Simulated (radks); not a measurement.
**Numerical settings for Tc³⁺**

Aim: see which numerical settings matter for the technetium ion Tc3+. Each run changes a setting or two against a run with the defaults. The defaults are a mesh step of 0.008 in ln r, a mesh end at 40 bohr or more, Anderson mixing 0.5 over 9 steps and a tight residual threshold, with the energy settled to 1e-9 hartree as well; every run has a cap on iterations.

Method: scalar-relativistic Kohn-Sham, LDA (Slater exchange, Perdew-Wang correlation), spin-polarised, spherical densities, finite nucleus; open shells are filled with parallel spins first. Code: radks (a radial shooting solver on a logarithmic mesh, Libxc functionals) version 1.

**1. Starting point**

* element: technetium (Z = 43)
* charge: +3
* electrons: 40
* configuration: [Kr] 4d4
* nuclear rms radius: 4.4112 fm

The outer shells:

Tc³⁺
```
[Kr] core
4d [↑ ][↑ ][↑ ][↑ ][  ]
```

**2. Default settings**

Input:

```text
Z 43
configuration [Kr] 4d4
relativity scalar-relativistic
functional lda,pw
spin polarised
nucleus finite rms 4.4112 fm
c 137.035999084
max_iterations 77
```

Launch:

```
$ python run_ks.py task.json out
```

The same process makes all the runs of this session.

**3. Mesh step in ln r 0.012**

Changes since step 2:

```diff
@@ -7,2 +7,3 @@
 c 137.035999084
+mesh_step 0.012
 max_iterations 77
```

**4. Mesh step in ln r 0.08**

Changes since step 3:

```diff
@@ -7,3 +7,3 @@
 c 137.035999084
-mesh_step 0.012
+mesh_step 0.08
 max_iterations 77
```

**5. Mesh step in ln r 0.03**

Changes since step 4:

```diff
@@ -7,3 +7,3 @@
 c 137.035999084
-mesh_step 0.08
+mesh_step 0.03
 max_iterations 77
```

**6. Mesh end (bohr) 5**

Changes since step 5:

```diff
@@ -7,3 +7,3 @@
 c 137.035999084
-mesh_step 0.03
+mesh_end 5
 max_iterations 77
```

**7. Mesh end (bohr) 3**

Changes since step 6:

```diff
@@ -7,3 +7,3 @@
 c 137.035999084
-mesh_end 5
+mesh_end 3
 max_iterations 77
```

**8. Residual threshold 1e-13**

Changes since step 7:

```diff
@@ -7,3 +7,3 @@
 c 137.035999084
-mesh_end 3
+threshold 1e-13
 max_iterations 77
```

**9. Residual threshold 1e-16**

Changes since step 8:

```diff
@@ -7,3 +7,3 @@
 c 137.035999084
-threshold 1e-13
+threshold 1e-16
 max_iterations 77
```

**10. Mixing 1.5**

Changes since step 9:

```diff
@@ -7,3 +7,3 @@
 c 137.035999084
-threshold 1e-16
+mixing 1.5
 max_iterations 77
```

**11. Mixing history 1, mixing 0.05**

Changes since step 10:

```diff
@@ -7,3 +7,4 @@
 c 137.035999084
-mixing 1.5
+history 1
+mixing 0.05
 max_iterations 77
```

**12. Mixing history 1, mixing 0.2**

Changes since step 11:

```diff
@@ -8,3 +8,3 @@
 history 1
-mixing 0.05
+mixing 0.2
 max_iterations 77
```

**13. Mixing history 20**

Changes since step 12:

```diff
@@ -7,4 +7,3 @@
 c 137.035999084
-history 1
-mixing 0.2
+history 20
 max_iterations 77
```

**14. Iteration cap 2**

Changes since step 13:

```diff
@@ -7,3 +7,2 @@
 c 137.035999084
-history 20
-max_iterations 77
+max_iterations 2
```

Q: Predict the outcome of this session. Wanted: for each run, setting; iterations; converged; change of E.

As calculated:

```tsv
setting	mesh points	iterations	converged	change of E (mhartree)	time
Default settings	2189	14	yes	0	0.17 s
mesh step in ln r 0.012	1459	14	yes	0	0.11 s
mesh step in ln r 0.08	219	2	no	-	0.01 s
mesh step in ln r 0.03	584	14	yes	+0.0008446	0.05 s
mesh end (bohr) 5	1929	14	yes	+2.055	0.14 s
mesh end (bohr) 3	1865	13	yes	+309.4	0.13 s
residual threshold 1e-13	2189	25	yes	0	0.2 s
residual threshold 1e-16	2189	77	no	-	0.38 s
mixing 1.5	2189	14	yes	0	0.16 s
mixing history 1, mixing 0.05	2189	77	no	-	0.79 s
mixing history 1, mixing 0.2	2189	77	no	-	0.65 s
mixing history 20	2189	20	yes	0	0.2 s
iteration cap 2	2189	2	no	-	0.03 s
```

A zero stands for a change under the printed digits. Converged yet off by more than 1 mhartree: mesh end (bohr) 5; mesh end (bohr) 3. Convergence of the cycle says nothing about the mesh. Not converged or rejected: mesh step in ln r 0.08; residual threshold 1e-16; mixing history 1, mixing 0.05; mixing history 1, mixing 0.2; iteration cap 2. A mesh that ends early acts as a hard wall.
